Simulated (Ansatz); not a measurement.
# Ta9CN9: the cost of one run

Program: Ansatz 0.2.0. Level of theory: DFT PBE, scalar-relativistic, plane waves, PAW. These are calculated values, not measurements.

### Step 1. The system as given

Symmetry: P1, No. 1, triclinic system. The conventional cell has a = 5.956 Å, b = 5.956 Å, c = 17.846 Å, α = 90.00°, β = 90.00°, γ = 98.14°. Ta (site symmetry 1) is surrounded by 5 N at 2.03 to 2.22 Å. Ta (site symmetry 1) is surrounded by 5 N at 2.02 to 2.24 Å. Ta (site symmetry 1) has 2 N at 1.95 to 1.97 Å as nearest neighbours. Around N (site symmetry 1) lie 4 Ta at 1.95 to 2.24 Å. N (site symmetry 1) has 3 Ta at 2.00 to 2.03 Å as nearest neighbours. N (site symmetry 1) is surrounded by 4 Ta at 1.97 to 2.22 Å. Around Ta (site symmetry 1) lie 6 N at 2.14 to 2.19 Å. Ta (site symmetry 1) is surrounded by 6 N at 2.14 to 2.26 Å. Only part of the 19 independent sites is listed.

As a file:

```cif
data_structure
_symmetry_space_group_name_H-M 'P 1'
_symmetry_Int_Tables_number 1
_cell_length_a 5.9559
_cell_length_b 5.9559
_cell_length_c 17.8458
_cell_angle_alpha 90.000
_cell_angle_beta 90.000
_cell_angle_gamma 98.144
_cell_volume 626.65
loop_
_atom_site_label
_atom_site_type_symbol
_atom_site_fract_x
_atom_site_fract_y
_atom_site_fract_z
_atom_site_occupancy
Ta1 Ta 0.22095 0.55590 0.11132 1
Ta2 Ta 0.55530 0.22348 0.11103 1
Ta3 Ta 0.00000 0.00000 0.05604 1
N1 N 0.28687 0.92365 0.09431 1
N2 N 0.54751 0.54751 0.07931 1
N3 N 0.92411 0.29019 0.09422 1
Ta4 Ta 0.93278 0.26491 0.21473 1
Ta5 Ta 0.25705 0.93711 0.21590 1
Ta6 Ta 0.73341 0.73519 0.15612 1
N4 N 0.01675 0.62951 0.20419 1
N5 N 0.29307 0.29677 0.19017 1
N6 N 0.62412 0.01923 0.20321 1
Ta7 Ta 0.65289 0.98905 0.31584 1
Ta8 Ta 0.97064 0.65980 0.31906 1
Ta9 Ta 0.46524 0.47259 0.27806 1
N7 N 0.74662 0.34915 0.31464 1
N8 N 0.99254 0.00124 0.29042 1
N9 N 0.34981 0.76923 0.32304 1
C1 C 0.25701 0.55430 0.36373 1
```

### Step 2. Dynamics from the start

input.yaml

```yaml
accuracy: low
crystal:
  lattice:
    - [5.955866, 0.0, 0.0]
    - [-0.843754, 5.895796, 0.0]
    - [0.0, 0.0, 17.845781]
  atoms:
    - { symbol: Ta, position: [0.22094885, 0.5558968, 0.11132068] }
    - { symbol: Ta, position: [0.55530161, 0.2234753, 0.111035] }
    - { symbol: Ta, position: [0.0, 0.0, 0.0560357] }
    - { symbol: "N", position: [0.28687263, 0.92364875, 0.09430702] }
    - { symbol: "N", position: [0.5475067, 0.5475067, 0.0793118] }
    - { symbol: "N", position: [0.92411235, 0.2901943, 0.0942171] }
    - { symbol: Ta, position: [0.93278113, 0.26491074, 0.21472916] }
    - { symbol: Ta, position: [0.25704965, 0.9371118, 0.21590214] }
    - { symbol: Ta, position: [0.73340718, 0.73518723, 0.15612367] }
    - { symbol: "N", position: [0.0167516, 0.62951461, 0.20419372] }
    - { symbol: "N", position: [0.29306519, 0.29677236, 0.19017075] }
    - { symbol: "N", position: [0.62411727, 0.01922907, 0.20320647] }
    - { symbol: Ta, position: [0.65289276, 0.98905304, 0.31583852] }
    - { symbol: Ta, position: [0.97064121, 0.65979724, 0.3190608] }
    - { symbol: Ta, position: [0.46523868, 0.47259431, 0.27806412] }
    - { symbol: "N", position: [0.74661505, 0.34914575, 0.31464096] }
    - { symbol: "N", position: [0.99253509, 1.00123773, 0.29042231] }
    - { symbol: "N", position: [0.34980824, 0.7692278, 0.32304288] }
    - { symbol: C, position: [0.25701, 0.55430159, 0.3637266] }
magnetization:
  spin_polarized: true
basis:
  ecutwfc: 420.0
kpoints:
  mp_grid: { grid: [2, 2, 1] }
hamiltonian:
  xc: pbe
  pseudopotentials: { kind: paw, azcp: { folder: soft_1 } }
scf:
  occupations: { method: fermi_dirac, width: 0.05 }
  lower_state_search: "off"
md:
  timestep: 1
  n_steps: 300
  ensemble: nve
  temperature: 2400.0
  initial_velocities: maxwell_boltzmann
  seed: 264085
  constraints: [{ sites: [2, 4] }]
```

Launch:

```bash
$ ansatz run input.yaml --threads 4 --pin off --max-ram 10240MiB --backend cpu --events-out ev --progress --plain --runs-dir out
```

**Question.** How long does this run take on 4 threads of AMD EPYC 9R45 (Zen 5), shared host, and how much memory does it need?

About 23 min, with a peak of 1.9 GiB.
